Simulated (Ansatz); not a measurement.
Relaxation of a periodic cell of 21 atoms, Sr₄Al₁₆F (host SrAl4, host structure I4/mmm, interstitial F), to a largest force component of 0.08 eV/Å in at most 25 steps.

Computed with DFT LDA, scalar-relativistic, plane waves, PAW in Ansatz 0.2.0. Settings: accuracy low, cutoff 420 eV, k mesh 2x2x2, fermi-dirac smearing 0.05 eV, no spin polarisation.

```xyz
21
Lattice="0.0000 0.0000 -11.2064 -4.4891 4.4891 0.0000 4.4891 4.4891 -11.2064" Properties=species:S:1:pos:R:3:forces:R:3
Sr -2.245 2.245 -5.603 0.00 -1.16 0.29
Al -2.245 4.489 -2.802 0.00 0.00 0.17
Al 0.000 2.245 -2.802 0.00 0.00 0.00
Al -2.245 2.245 -1.169 0.00 -0.04 -2.32
Al -2.245 2.245 -10.038 0.00 -0.10 2.33
Sr 0.000 4.489 -11.206 0.03 0.00 0.02
Al 0.000 6.734 -8.405 -0.01 0.00 0.01
Al 2.245 4.489 -8.405 0.00 0.00 0.03
Al 0.000 4.489 -6.772 0.49 0.00 -2.55
Al 0.000 4.489 -15.641 0.36 0.00 2.68
Sr 0.000 0.000 0.000 -0.03 0.00 0.02
Al 0.000 2.245 -8.405 0.01 0.00 0.01
Al -2.245 4.489 -8.405 0.00 0.02 -0.75
Al 0.000 0.000 -6.772 -0.49 0.00 -2.55
Al 0.000 0.000 -4.435 -0.37 0.00 2.68
Sr 2.245 2.245 -5.603 0.00 0.79 0.20
Al 2.245 4.489 -14.008 0.00 0.00 -0.06
Al 0.000 6.734 -14.008 0.00 0.00 0.00
Al 2.245 2.245 -12.375 0.00 0.04 -2.32
Al 2.245 2.245 -10.038 0.00 0.10 2.32
F -2.249 4.453 -6.066 -0.01 0.34 -0.20
```

Where does it end, and by what steps?

The forces met the threshold. The threshold is loose, so the end isn't yet a minimum. Limits of this set-up: coarse k mesh, odd electron count without spin, low accuracy level. After 10 steps the energy has fallen by 2.059 eV; F21 moved furthest, 0.91 Å. Parted: Al13–Al14.

```
step  energy less start (eV)  largest force component (eV/Å)  accepted
   0                  0.0000                           2.681       yes
   1                 -1.3240                           0.802       yes
   2                 -1.6042                           0.510       yes
   3                 -1.7250                           0.521       yes
   4                 -1.7452                           1.176       yes
   5                 -1.8714                           0.387       yes
   6                 -1.9855                           0.282       yes
   7                 -1.9889                           0.474       yes
   8                 -2.0450                           0.089       yes
   9                 -2.0546                           0.113       yes
  10                 -2.0591                           0.022       yes
```

```xyz
21
Lattice="0.0000 0.0000 -11.2064 -4.4891 4.4891 0.0000 4.4891 4.4891 -11.2064" Properties=species:S:1:pos:R:3
Sr -2.170 2.268 -5.448
Al -2.200 4.491 -2.779
Al -0.028 2.245 -2.744
Al -2.278 2.273 -1.279
Al -2.406 2.258 -9.849
Sr 0.016 4.489 -11.291
Al -0.158 6.726 -8.378
Al 2.418 4.500 -8.512
Al 0.369 4.477 -6.894
Al 0.087 4.485 -15.443
Sr -0.062 -0.001 0.104
Al -0.169 2.236 -8.378
Al -1.780 4.491 -8.546
Al -0.088 -0.013 -6.824
Al -0.007 -0.004 -4.187
Sr 2.323 2.209 -5.446
Al 2.278 4.489 -13.913
Al -0.030 6.727 -13.949
Al 2.210 2.218 -12.480
Al 2.080 2.243 -9.840
F -2.652 4.491 -6.880
```

The run took 2.9 min on 1 thread of Arm Neoverse V1, on a shared host, peak memory 0.62 GiB.
